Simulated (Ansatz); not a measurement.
# CH4ClSSi: the cost of one run

Program: the Python package of Ansatz 0.2.0. Level of theory: r2SCAN/cc-pVDZ. These are calculated values, not measurements.

### Step 1. The structure

Bond lengths: C1–Si2 1.783 Å, Si2–S3 2.120 Å, Si2–Cl4 1.989 Å, C1–H5 1.150 Å, C1–H6 1.121 Å, C1–H7 1.116 Å, S3–H8 1.318 Å. Angles: C1–Si2–S3 108.1°, C1–Si2–Cl4 111.6°, S3–Si2–Cl4 106.7°, Si2–C1–H5 112.2°, Si2–C1–H6 115.2°, Si2–C1–H7 114.6°, H5–C1–H6 103.2°, H5–C1–H7 105.0°, H6–C1–H7 105.5°, Si2–S3–H8 98.2°.

The script reads ch4clssi.xyz:

```xyz
8

C    -0.37940    1.07480   -0.38070
Si    0.44140   -0.50370   -0.49140
S     1.40300   -0.87650    1.36100
Cl   -0.85680   -1.98440   -0.77070
H    -0.96270    1.32900   -1.33910
H    -1.15920    1.15140    0.42080
H     0.30240    1.94300   -0.21780
H     1.30350   -2.19080    1.36210
```

### Step 2. Script

ch4clssi_opt.py reads:

```python
"""Minimum-energy structure of CH4ClSSi."""

from dataclasses import dataclass
import logging
import sys

import ansatz as az
import numpy as np

logging.basicConfig(stream=sys.stdout, format="%(levelname)s %(message)s")
log = logging.getLogger("ansatz_job")
log.setLevel(logging.INFO)


@dataclass
class Options:
    basis: str = "cc-pVDZ"
    functional: str = "r2scan"


cfg = Options()

mol = az.Crystal.molecule_from_extxyz("ch4clssi.xyz")

calc = mol.calculation().basis(gaussian=cfg.basis).functional(cfg.functional).spin("collinear", total=1)
symbols = [site.symbol for site in mol.cartesian_sites]
start = np.array([site.position_ang for site in mol.cartesian_sites], dtype=float)
def progress(event):
    if event["event"] == "relax_step":
        row = event["data"]
        log.info(f"step {row['step']:3d}  E = {row['lagrangian_ev']:.6f} eV  max force {row['allowed_force_max_ev_ang']:.4f} eV/A")


r = calc.relax(force_tolerance=0.005, max_steps=100).session().plan().execute(on_event=progress).report
end = np.array(r["positions_ang"])

log.info(f"E = {r['free_energy_ev']:.6f} eV = {r['free_energy_ev'] / 27.211386246:.7f} Ha")
print("converged:", r["converged"], " doubts:", r["published_state_doubts"] or "none")

log.info("final positions (A) and the move of each atom")
for symbol, xyz, old in zip(symbols, end, start):
    log.info(f"{symbol:2s} {xyz[0]:10.5f} {xyz[1]:10.5f} {xyz[2]:10.5f}   {np.linalg.norm(xyz - old):7.4f}")

charges = r["charge_distribution"]
print("dipole moment", round(4.803205 * float(np.linalg.norm(charges["dipole_moment_e_ang"])), 3), "D")
print("Mulliken:", [(s, round(q, 3)) for s, q in zip(symbols, charges["mulliken_charges_e"])])
```

### Step 3. The run

Command:

```sh
$ python ch4clssi_opt.py
```

What time and memory should one allow on 1 thread of Arm Neoverse V1, shared host?

About 2.6 min, with a peak of 0.29 GiB.
